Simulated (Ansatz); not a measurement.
# Si2H6O + H2O + H2O: a complex and its separated parts

Aim: how far the complex at one end of a reaction step lies below its separated, relaxed parts, level by level.

The runs use Ansatz 0.2.0, Gaussian basis; PBE0-D4/def2-TZVP structures, single points in def2-TZVPP, no counterpoise correction.

Levels: SPW92, PBE-D4, BLYP-D4, r2SCAN-D4, B97M-V, PBE0-D4, B3LYP-D4, r2SCAN0-D4, BHLYP-D4, CAM-B3LYP-D4, wB97X-V, wB97M-V, B2PLYP, PBE-QIDH, RPA on PBE, Hartree-Fock, MP2, CCSD, CCSD(T).

Correlated methods freeze the cores. B3LYP uses VWN-RPA correlation. B2PLYP carries no dispersion term here.

113 further runs of the same task are left out: 113 set aside as unsound or not needed.

## 1. Starting geometry

The complex: 15 atoms, charge 0, spin multiplicity 1.

Atoms are counted from 1 here; the program's logs count them from 0.

Bond lengths: Si1–H2 1.489 Å, Si1–O3 1.653 Å, Si1–H5 1.479 Å, Si1–H6 1.479 Å, O3–Si4 1.627 Å, Si4–H11 1.489 Å, Si4–H12 1.488 Å, Si4–H13 1.484 Å, H7–O8 0.973 Å, O8–H14 0.959 Å, H9–O10 0.963 Å, O10–H15 0.960 Å. Angles: H2–Si1–O3 105.6°, H2–Si1–H5 112.0°, H2–Si1–H6 112.2°, O3–Si1–H5 104.9°, O3–Si1–H6 107.4°, H5–Si1–H6 114.0°, Si1–O3–Si4 145.0°, O3–Si4–H11 110.8°, O3–Si4–H12 110.5°, O3–Si4–H13 108.9°, H11–Si4–H12 108.5°, H11–Si4–H13 109.2°, H12–Si4–H13 108.9°, H7–O8–H14 105.9°, H9–O10–H15 105.6°.

Coordinates:

```
Si    0.5506    0.0119   -0.3739
H    -0.7243    0.0032    0.3945
O     0.7242   -1.5224   -0.9652
Si    1.2406   -3.0286   -0.6305
H     0.4685    0.8751   -1.5725
H     1.7206    0.2889    0.4878
H    -0.7652    2.5611    0.6763
O     0.1999    2.4814    0.5820
H    -2.5388    1.2569    0.5712
O    -2.5718    2.1919    0.7976
H     2.4907   -2.9925    0.1770
H     0.2063   -3.7768    0.1347
H     1.5031   -3.7409   -1.9061
H     0.4602    3.1585   -0.0459
H    -2.9647    2.2324    1.6731
```

Its parts: Si2H6O holds atoms 1, 2, 3, 4, 5, 6, 11, 12, 13; H2O holds atoms 7, 8, 14; H2O holds atoms 9, 10, 15. Each part counts its atoms afresh in its own runs.

## 2. Relaxing Si2H6O alone

Contents of relax-a/in.yaml:

```yaml
crystal:
  periodic: [false, false, false]
  atoms:
    - {symbol: Si, position_ang: [0.550571, 0.011904, -0.373900]}
    - {symbol: H, position_ang: [-0.724322, 0.003209, 0.394535]}
    - {symbol: O, position_ang: [0.724243, -1.522382, -0.965246]}
    - {symbol: Si, position_ang: [1.240560, -3.028596, -0.630474]}
    - {symbol: H, position_ang: [0.468498, 0.875144, -1.572533]}
    - {symbol: H, position_ang: [1.720608, 0.288881, 0.487766]}
    - {symbol: H, position_ang: [2.490669, -2.992521, 0.177003]}
    - {symbol: H, position_ang: [0.206315, -3.776811, 0.134732]}
    - {symbol: H, position_ang: [1.503072, -3.740937, -1.906092]}
basis:
  gaussian: {orbitals: def2-TZVP}
hamiltonian: {xc: pbe0, dispersion: d4}
relax: {f_tol: 0.005, max_steps: 200}
```

Command:

```
> ansatz run in.yaml --threads 8 --pin off --events-out ev --progress --plain --max-ram 19148MiB
```

The runs that follow: Relaxing H2O alone; Relaxing H2O alone; SPW92/def2-TZVPP; PBE-D4/def2-TZVPP; BLYP-D4/def2-TZVPP; r2SCAN-D4/def2-TZVPP; B97M-V/def2-TZVPP; PBE0-D4/def2-TZVPP; B3LYP-D4/def2-TZVPP; r2SCAN0-D4/def2-TZVPP; BHLYP-D4/def2-TZVPP; CAM-B3LYP-D4/def2-TZVPP; wB97X-V/def2-TZVPP; wB97M-V/def2-TZVPP; B2PLYP/def2-TZVPP; PBE-QIDH/def2-TZVPP; RPA on PBE/def2-TZVPP; CCSD(T)/def2-TZVPP; Vibrations of Si2H6O; Vibrations of H2O; Vibrations of H2O.

Q: Predict the outcome of this session. Wanted: complex less parts, CCSD(T)/def2-TZVPP; with zero-point energy; largest T1 diagnostic.

**Answer**, as computed:

| quantity | value |
| --- | --- |
| complex less parts, CCSD(T)/def2-TZVPP | -41.4 kJ/mol |
| with zero-point energy | -25.3 kJ/mol |
| largest T1 diagnostic | 0.011 |

At CCSD(T) the complex lies 41.4 kJ/mol below its parts. Among the functionals PBE-QIDH lands nearest to CCSD(T) (-0.5 kJ/mol) and SPW92 farthest (-40.2 kJ/mol). By rung, the mean size of the error is: LDA 40.2, GGA 7.8, meta-GGA 7.3, hybrid 4.4, range-separated hybrid 6.5, double hybrid 1.9 kJ/mol. PBE-D4 gives a relative energy 11.5 kJ/mol too low, outside chemical accuracy (1 kcal/mol, 4.2 kJ/mol). No counterpoise was applied, and triple zeta lacks some correlation, so the CCSD(T) reference has a basis error of its own, and close matches with it are partly luck.
